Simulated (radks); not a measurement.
**Cr³⁺ in [Ar] 3d3: an all-electron calculation**

The task here is to estimate one member of a computed series from the others.

Method: scalar-relativistic Kohn-Sham, revPBE, spin-polarised, spherical densities, finite nucleus; open shells are filled with parallel spins first. Code: radks (a radial shooting solver on a logarithmic mesh, Libxc functionals) version 1.

**The atom as given**

| Quantity | Value |
| --- | --- |
| element | chromium (Z = 24) |
| charge | +3 |
| electrons | 21 |
| configuration | [Ar] 3d3 |
| nuclear rms radius | 3.6452 fm |

The outer shells:

Cr³⁺
```
[Ar] core
3d [↑ ][↑ ][↑ ][  ][  ]
```

Set-up of the first run:

The run's settings:

```text
Z 24
configuration [Ar] 3d3
relativity scalar-relativistic
functional pbe_r,pbe
spin polarised
nucleus finite rms 3.6452 fm
c 137.035999084
```

On the command line:

```console
$ python run_ks.py task.json out
```

This one command runs every case of the session in turn.

One table of the session follows, with a row left open; its other results are not shown here.

It belongs to the step «Radial structure». Radial moments (bohr):

| level | <r> | outermost maximum (interpolated) | 90 % within | nodes |
| --- | --- | --- | --- | --- |
| 1s down | 0.06355 | 0.0416 | 0.113 | 0 |
| 1s up | 0.06355 | 0.0416 | 0.113 | 0 |
| 2s up | 0.2932 | 0.244 | 0.455 | 1 |
| 2s down | 0.2928 | 0.243 | 0.454 | 1 |
| 2p up | 0.2601 | 0.198 | 0.427 | 0 |
| 2p down | 0.2596 | 0.198 | 0.426 | 0 |
| 3s up | 0.8871 | 0.773 | 1.32 | 2 |
| 3s down | 0.8892 | 0.773 | 1.33 | 2 |
| 3p up | ? | ? | ? | ? |
| 3p down | 0.9408 | 0.792 | 1.44 | 1 |
| 3d up | 1.097 | 0.792 | 1.82 | 0 |
| 3d down | 1.124 | 0.799 | 1.88 | 0 |

Estimate the missing values for 3p up.

**Answer.** <r>: 0.9366; outermost maximum (interpolated): 0.791; 90 % within: 1.43; nodes: 1. In the column «<r>» it lies between 3s down (0.8892) and 3p down (0.9408).

Limits of these values: Open shells are spherical and high-spin; term and fine-structure splittings are not resolved.
